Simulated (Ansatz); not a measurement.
# SbW (CsCl type): a single-point run

Aim: a sound single-point run of SbW (CsCl type). The structure is shown as the input types it.

Method: DFT, PBE, all-electron PAW with datasets made for the crystal, scalar-relativistic, in Ansatz 0.2.0.

1 further run of the same task is left out (it didn't finish). Runs told in other sessions of the task aren't counted.

## Step 1: The starting structure

The structure is cubic, space group Pm-3m (No. 221). Conventional cell: a = 3.038 Å, b = 3.038 Å, c = 3.038 Å, α = 90.00°, β = 90.00°, γ = 90.00°. W (site symmetry m-3m) is surrounded by 8 Sb at 2.63 Å. Sb (site symmetry m-3m) has 8 W at 2.63 Å in its first shell of neighbours.

Coordinates:

```cif
data_structure
_symmetry_space_group_name_H-M 'Pm-3m'
_symmetry_Int_Tables_number 221
_cell_length_a 3.0385
_cell_length_b 3.0385
_cell_length_c 3.0385
_cell_angle_alpha 90.000
_cell_angle_beta 90.000
_cell_angle_gamma 90.000
_cell_volume 28.05
loop_
_atom_site_label
_atom_site_type_symbol
_atom_site_symmetry_multiplicity
_atom_site_Wyckoff_symbol
_atom_site_fract_x
_atom_site_fract_y
_atom_site_fract_z
_atom_site_occupancy
W1 W 1 a 0.00000 0.00000 0.00000 1
Sb1 Sb 1 b 0.50000 0.50000 0.50000 1
```

## Step 2: The calculation

The input, input.yaml:

```yaml
crystal:
  lattice:
    - [3.0384822497, 0.0, 0.0]
    - [0.0, 3.0384822497, 0.0]
    - [0.0, 0.0, 3.0384822497]
  atoms:
    - { symbol: W, position: [0.0, 0.0, 0.0], spin: 2.0 }
    - { symbol: Sb, position: [0.5, 0.5, 0.5] }
kpoints:
  mp_grid: { grid: [12, 12, 12] }
scf:
  occupations: { method: fermi_dirac, width: 0.08 }
  max_iter: 100
hamiltonian:
  xc: pbe
  pseudopotentials: { kind: all_electron, datasets: crystal }
output:
  forces: true
  stress: true
  eigenvalues: true
```

Started as:

```
> ansatz run input.yaml --threads 1 --pin off --max-ram 2048MiB --backend cpu --events-out ev --progress --plain --runs-dir out
```

What happens when this is run?

Nothing was computed: the input was turned down at the start. The line that matters: «inconsistent input (magnetization.spin_polarized): false but per-atom `spin:`, `per_species`, `initial_magnetization`, `magnetic_field`, or `spin_locking` is set»

Moments need two spin channels, and the input asks for one.

Fix: switch spin polarisation on, or remove the moments.
